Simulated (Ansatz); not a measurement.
**BiTe under changes of volume**

One of the cells (33.855 Å³/atom); the others are scaled copies at fixed shape and fractional positions:

```xyz
2
Lattice="0.0000 3.2350 3.2350 3.2350 0.0000 3.2350 3.2350 3.2350 0.0000" Properties=species:S:1:pos:R:3 pbc="T T T"
Bi    0.0000    0.0000    0.0000
Te    3.2350    3.2350    3.2350
```

- Program: Ansatz 0.2.0
- Functional: LDA
- Potentials or basis: Ansatz PAW
- Cutoff: 420 eV (not typed: the program's choice for these potentials)
- k mesh: 7 × 7 × 7
- Occupations: fermi-dirac, width 0.05 eV
- Spin: no spin polarisation

| volume (Å³/atom) | energy over the lowest point (meV/atom) | pressure (GPa) |
| --- | --- | --- |
| 31.824 | 0.00 | 0.5 |
| 32.501 | 0.42 | -0.7 |
| 33.178 | 5.48 | -1.7 |
| 33.855 | 14.66 | -2.7 |
| 34.532 | 27.57 | -3.5 |
| 35.209 | 43.79 | -4.2 |
| 35.886 | ? | ? |

**Question.** What does the run at 35.886 Å³/atom give?

**Answer.** Energy over the lowest point 62.97 meV/atom; pressure -4.9 GPa.

Worked out: A Birch-Murnaghan fit of order 3 (a polynomial in V^(-2/3)) to the other rows has its minimum at 32.10 Å³/atom with B0 = V·E''(V) = 55 GPa and B' = 4.3. It gives 62.99 meV/atom at 35.886 Å³/atom, against the run's 62.97, and -dE/dV = -4.9 GPa, against -4.9.

Energies are extrapolated to zero smearing.

Caveats: the PAW data sets come from PBE, with cores solved anew for the run's functional, which leaves a small shift of forces and pressure.
